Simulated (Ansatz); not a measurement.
# O: the cost of one run

Method: DFT PBEsol, scalar-relativistic, in Ansatz 0.2.0.

2 further runs of the same task are left out: 2 set aside as unsound or not needed.

### Step 1. The structure to begin with

The structure is trigonal, space group R-3m (No. 166). Conventional cell: a = 2.847 Å, b = 2.847 Å, c = 10.225 Å, α = 90.00°, β = 90.00°, γ = 120.00°. Around O (site symmetry 3m) lie 1 O at 1.18 Å.

As a file:

```cif
data_structure
_symmetry_space_group_name_H-M 'P 1'
_symmetry_Int_Tables_number 1
_cell_length_a 3.7839
_cell_length_b 3.7839
_cell_length_c 3.7839
_cell_angle_alpha 44.192
_cell_angle_beta 44.192
_cell_angle_gamma 44.192
_cell_volume 23.92
loop_
_atom_site_label
_atom_site_type_symbol
_atom_site_fract_x
_atom_site_fract_y
_atom_site_fract_z
_atom_site_occupancy
O1 O 0.05770 0.05770 0.05770 1
O2 O 0.94230 0.94230 0.94230 1
```

Atoms are numbered in the order of the input: O1, O2.

### Step 2. The deformed structure

Space group R-3m before, R-3m after.

### Step 3. Full-potential LAPW

The input, input.yaml:

```yaml
crystal:
  lattice:
    - [1.4091155319, 0.8135532316, 3.4083]
    - [-1.4091155319, 0.8135532316, 3.4083]
    - [0.0, -1.6271064633, 3.4083]
  atoms:
    - { symbol: O, position: [0.0577, 0.0577, 0.0577] }
    - { symbol: O, position: [0.9423, 0.9423, 0.9423] }
kpoints:
  mp_grid: { grid: [10, 10, 10] }
  band_path:
    path:
      - [0.0, 0.0, 0.0]
      - [0.5, 0.5, 0.5]
      - [0.7953489517, 0.2046510483, 0.5]
      - [0.5, -0.2046510483, 0.2046510483]
      - [0.5, 0.0, 0.0]
      - [0.0, 0.0, 0.0]
      - [0.3523255242, -0.3523255242, 0.0]
      - [0.6476744758, 0.0, 0.3523255242]
      - [0.5, 0.0, 0.5]
    npoints: 5
scf:
  occupations: { method: fermi_dirac, width: 0.02 }
hamiltonian:
  xc: pbesol
  pseudopotentials: { kind: all_electron, lapw: { basis_error: 0.0005 } }
output:
  forces: true
  stress: true
  eigenvalues: true
```

Launch:

```
ansatz run input.yaml --threads 1 --pin off --max-ram 3072MiB --backend cpu --events-out ev --progress --plain --runs-dir out
```

Q: Estimate wall time and peak memory on 1 thread of Intel Xeon Platinum 8488C (Sapphire Rapids), shared host.

About 52 s, with a peak of 0.65 GiB.
